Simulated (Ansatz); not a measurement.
# HfBrF₃: one species, many methods

An exercise on one series of results from a longer session: the logs are not shown, and one member is left open.

Method: functionals in def2-TZVPP, the program's frozen cores in correlated methods; program: Ansatz 0.2.0, Gaussian basis.

The runs, in order: LDA (SPW92), PBE-D4, revPBE-D4, BLYP-D4, r2SCAN-D4, B97M-V, PBE0-D4, B3LYP-D4, r2SCANh-D4, r2SCAN0-D4, HSE06-D4, BHLYP-D4, CAM-B3LYP-D4, LC-ωPBE, ωB97X-V, ωB97M-V, B2PLYP, PBE-QIDH; CCSD(T)/def2-SVP; CCSD(T)/def2-TZVPP; MP2/def2-QZVPP; extrapolation to the limit; RPA on PBE.

## Structure used throughout

All runs share one geometry, relaxed beforehand with PBE0-D4 in a triple-zeta def2 set. Hf takes the def2 core potential; no spin-orbit term is included.

SMILES `[F][Hf]([F])([F])[Br]`, 5 atoms, charge 0, spin multiplicity 1.

Atoms are counted from 1 here; the program's logs count them from 0.

Bond lengths: F1–Hf2 1.890 Å, Hf2–F3 1.890 Å, Hf2–F4 1.890 Å, Hf2–Br5 2.496 Å. Angles: F1–Hf2–F3 108.7°, F1–Hf2–F4 108.7°, F1–Hf2–Br5 110.3°, F3–Hf2–F4 108.7°, F3–Hf2–Br5 110.3°, F4–Hf2–Br5 110.3°.

The first run:

in.yaml

```yaml
crystal:
  periodic: [false, false, false]
  atoms:
    - {symbol: F, position_ang: [-0.834203, -0.379485, 1.687525]}
    - {symbol: Hf, position_ang: [0.009675, -0.118124, 0.017156]}
    - {symbol: F, position_ang: [1.780041, -0.769819, 0.125322]}
    - {symbol: F, position_ang: [-0.921550, -1.111556, -1.293001]}
    - {symbol: Br, position_ang: [0.015838, 2.305385, -0.578501]}
basis:
  gaussian: {orbitals: def2-TZVPP}
hamiltonian: {xc: lda}
output: {orbitals: {seedname: orbitals}}
```

On the command line:

```
$ ansatz run in.yaml --threads 4 --pin off --events-out ev --progress --plain --max-ram 10444MiB
```

Among the steps run: LDA; PBE-D4 (GGA); revPBE-D4 (GGA); BLYP-D4 (GGA); r2SCAN-D4 (meta-GGA); B97M-V (meta-GGA); PBE0-D4 (hybrid); B3LYP-D4 (hybrid); r2SCANh-D4 (hybrid); r2SCAN0-D4 (hybrid); HSE06-D4 (hybrid); BHLYP-D4 (hybrid); CAM-B3LYP-D4 (range-separated); LC-ωPBE (range-separated); ωB97X-V (range-separated); ωB97M-V (range-separated); B2PLYP (double hybrid); PBE-QIDH (double hybrid).

One table of the session follows, with a row left open; its other results are not shown here.

It belongs to the step «Orbital energies across the functionals». 

```
  functional  HOMO (eV)  gap (eV)
 LDA (SPW92)          ?         ?
      PBE-D4      -7.95      5.88
   revPBE-D4      -7.88      5.92
     BLYP-D4      -7.78      5.81
   r2SCAN-D4      -8.32      6.45
      B97M-V      -8.35      6.54
     PBE0-D4      -9.29      8.06
    B3LYP-D4      -9.01      7.54
  r2SCANh-D4      -8.80      7.24
  r2SCAN0-D4      -9.53      8.44
    HSE06-D4      -8.89      7.28
    BHLYP-D4     -10.44     10.13
CAM-B3LYP-D4     -10.60     10.44
     LC-ωPBE     -11.98     13.05
     ωB97X-V     -11.62     12.49
     ωB97M-V     -11.48     11.91
```

Q: Estimate the row for LDA (SPW92) from the others.

As computed: HOMO (eV): -8.16; gap (eV): 5.76. In the column «HOMO (eV)» it lies between r2SCAN-D4 (-8.32) and PBE-D4 (-7.95).
